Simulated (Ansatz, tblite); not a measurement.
**TiBr4: a ladder of methods and basis sets**

How do method and basis change the picture of TiBr4 (singlet)?

The runs use Ansatz 0.2.0, Gaussian basis; as each input shows.

The runs, in order: GFN1-xTB, GFN2-xTB, PBE-D4/def2-TZVP, r2SCAN-D4/def2-TZVP, CAM-B3LYP-D4/def2-TZVP, r2SCAN0-D4/def2-TZVP, HF/def2-TZVP, PBE-D4/def2-SVP, PBE0-D4/def2-SVP, HF/STO-3G, HF/6-31G, B3LYP-D4/6-31G, PBE0-D4/def2-TZVPD, PBE-D4/def2-TZVPD, CAM-B3LYP-D4/def2-TZVPD, CCSD(T)/def2-SVP, MP2/def2-TZVP, RPA/def2-TZVP.

1 further run of the same task is left out (set aside as unsound or not needed).

**1. The relaxed structure**

The geometry is that of the singlet, from an earlier relaxation (PBE0-D4/def2-SVP).

5 atoms, charge 0, spin multiplicity 1.

Bond lengths: Ti1–Br2 2.306 Å, Ti1–Br3 2.306 Å, Ti1–Br4 2.306 Å, Ti1–Br5 2.306 Å. Angles: Br2–Ti1–Br3 109.5°, Br2–Ti1–Br4 109.5°, Br2–Ti1–Br5 109.5°, Br3–Ti1–Br4 109.5°, Br3–Ti1–Br5 109.5°, Br4–Ti1–Br5 109.5°.

Coordinates:

```
Ti   -0.00001   -0.00002    0.00000
Br    0.00982   -0.01492    2.30642
Br    2.17128    0.00988   -0.77798
Br   -1.09471    1.88574   -0.75197
Br   -1.08637   -1.88067   -0.77646
```

Formally the metal is d0. No spin-orbit coupling is included.

PBE0-D4/def2-TZVP was run before; its log isn't repeated, and its numbers join the tables.

**2. GFN1-xTB**

Tight binding, by tblite at 300 K electronic temperature and without a spin-polarisation term:

```python
tblite.interface.Calculator('GFN1-xTB', numbers, positions, charge=0, uhf=0).singlepoint()
```

Energy -462.9290 eV, HOMO -11.86 eV, LUMO -9.55 eV; 0.009 s.

**3. GFN2-xTB**

Tight binding, by tblite at 300 K electronic temperature and without a spin-polarisation term:

```python
tblite.interface.Calculator('GFN2-xTB', numbers, positions, charge=0, uhf=0).singlepoint()
```

Energy -495.0535 eV, HOMO -12.45 eV, LUMO -10.19 eV; 0.006 s.

**4. PBE-D4/def2-TZVP**

start.molden holds the orbitals of an earlier run on this state, given as this run's starting guess.

Contents of in.yaml:

```yaml
crystal:
  periodic: [false, false, false]
  atoms:
    - {symbol: Ti, position_ang: [-0.000014, -0.000021, -0.000003]}
    - {symbol: Br, position_ang: [0.009818, -0.014920, 2.306417]}
    - {symbol: Br, position_ang: [2.171279, 0.009875, -0.777983]}
    - {symbol: Br, position_ang: [-1.094705, 1.885740, -0.751966]}
    - {symbol: Br, position_ang: [-1.086369, -1.880673, -0.776464]}
basis:
  gaussian: {orbitals: def2-TZVP, initial_orbitals: start.molden}
hamiltonian: {xc: pbe, dispersion: d4}
scf: {omitted_lower_state_checks: [starts]}
output: {orbitals: {seedname: orbitals}}
```

Started as:

```sh
> ansatz run in.yaml --threads 2 --pin off --events-out ev --progress --plain --max-ram 20480MiB --backend cpu
```

The runs that follow: r2SCAN-D4/def2-TZVP; CAM-B3LYP-D4/def2-TZVP; r2SCAN0-D4/def2-TZVP; HF/def2-TZVP; PBE-D4/def2-SVP; PBE0-D4/def2-SVP; HF/STO-3G; HF/6-31G; B3LYP-D4/6-31G; PBE0-D4/def2-TZVPD; PBE-D4/def2-TZVPD; CAM-B3LYP-D4/def2-TZVPD; CCSD(T)/def2-SVP; MP2/def2-TZVP; RPA/def2-TZVP.

Q: Predict the results of all the runs planned. Wanted: gap in def2-TZVP, named functionals and Hartree-Fock, smallest and largest; correlation energy, CCSD(T)/def2-SVP; correlation energy, MP2/def2-TZVP; binding an atom, CCSD(T)/def2-SVP; PBE0 total energy, smallest basis above largest.

As calculated:

```
                                                                  quantity                            value
gap in def2-TZVP, named functionals and Hartree-Fock, smallest and largest  3.09 eV (PBE-D4), 11.71 eV (HF)
                                      correlation energy, CCSD(T)/def2-SVP                        -35.12 eV
                                         correlation energy, MP2/def2-TZVP                        -41.19 eV
                                         binding an atom, CCSD(T)/def2-SVP                         2.911 eV
                           PBE0 total energy, smallest basis above largest  37.10 eV (def2-SVP, def2-TZVPD)
```

What this shows: Over the named functionals and Hartree-Fock in def2-TZVP the gap runs from 3.09 eV (PBE-D4) to 11.71 eV (HF); exact exchange widens it. A small miss in a minimal or small basis is a cancelling of errors, not accuracy. The functionals in def2-TZVP miss CCSD(T)/def2-SVP by +0.095 (CAM-B3LYP-D4) to +0.271 eV (PBE0-D4) an atom. The yardstick is in a double-zeta basis, so levels in larger sets aren't compared like for like. The reference is CCSD(T) in one finite basis, so it carries an error of its own, often a tenth of an eV or more, and near misses can't be ranked.
